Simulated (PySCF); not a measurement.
**CrI5: geometry**

Wanted: the geometry of CrI5 (`[I][Cr]([I])([I])([I])[I]`), by calculation.

Programs: PySCF 2.14.0. Each step states its level of theory. These are calculated values for one molecule in the gas phase, unless marked as measured. Atoms are numbered from 0 throughout.

**1. Starting geometry**

6 atoms, charge 0, multiplicity 2; geometry from: GFN2-xTB. The atoms were then displaced at random by about 0.03 Å, so the start is not that level's minimum.

Bonds of the start (Å): Cr0–I1 2.65, Cr0–I2 2.71, Cr0–I3 2.64, Cr0–I4 2.68, Cr0–I5 2.56.

**2. Relaxing the molecule at PBE0-D3(BJ)/def2-SVP**

Job settings and geometry (Å):

```
{"job": {"xc": "PBE0", "basis": "def2-SVP", "d3": "d3bj", "grid": 1, "maxiter": 40, "shake": 0.03, "kind": "geom"}, "charge": 0, "multiplicity": 2}
Cr     0.062340    -0.075720     0.012170
I     -0.035790    -0.016200     2.662630
I     -0.041890     0.012980    -2.696730
I      2.696710     0.002230     0.006210
I     -1.322810     2.220600    -0.031480
I     -1.295430    -2.239910    -0.022080
```

Launch:

```sh
$ OMP_NUM_THREADS=1 python probes_run.py task.json out
```

One launch serves the whole session: the jobs run in the order shown.

Predict these results of the whole session: point group; rotational constants (main isotopes).

The runs gave:

| quantity | value |
| --- | --- |
| point group | C2v |
| rotational constants (main isotopes) | 0.22, 0.16, 0.15 GHz |

In words: The start was shaken at random, so part of the energy gained undoes that. Over 36 steps the energy fell by 0.606 eV; of the close pairs, Cr0–I5 changed most, 2.555 to 2.657 Å. No frequency check was run at this level, so the end point may be a saddle.
